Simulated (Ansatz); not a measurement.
Runs of Ansatz 0.2.0 on Bi12CO. The cell holds a slab with vacuum, 14 atoms: a = 9.492 Å, b = 6.572 Å, c = 23.696 Å, α = 90.00°, β = 90.00°, γ = 86.59°. 

```tsv
level	cutoff (eV)	gap on the mesh (eV)	largest force (eV/Å)	work function (eV)
LDA	420	none	2.65	4.37
r2SCAN	500	none	(a)	(b)
BLYP	420	none	1.91	3.92
RPBE	420	none	1.35	3.96
PBE	420	none	1.76	4.08
```

Alike in all rows: task projected density of states; potentials or basis Ansatz PAW; no spin polarisation; cell CO (upright) over a top site of the (1 1 0) slab of Bi, cut from the database cell, not relaxed; k mesh 3 × 4 × 1; smearing fermi-dirac 0.05 eV.

Task: Estimate the missing entries.

Result: (a) 2.90; (b) 4.21.

Caveats: spin-orbit coupling is left out, which moves the levels of the heavy elements; the density of states is complete only up to the lowest level of the last band computed; the PAW data sets come from PBE, with cores solved anew for the run's functional, which leaves a small shift of forces and pressure (some runs).

A k mesh can miss the band edges, and the runs leave out spin-orbit coupling on Bi.

A gap of «none» marks a metal or a gap under the smearing width.
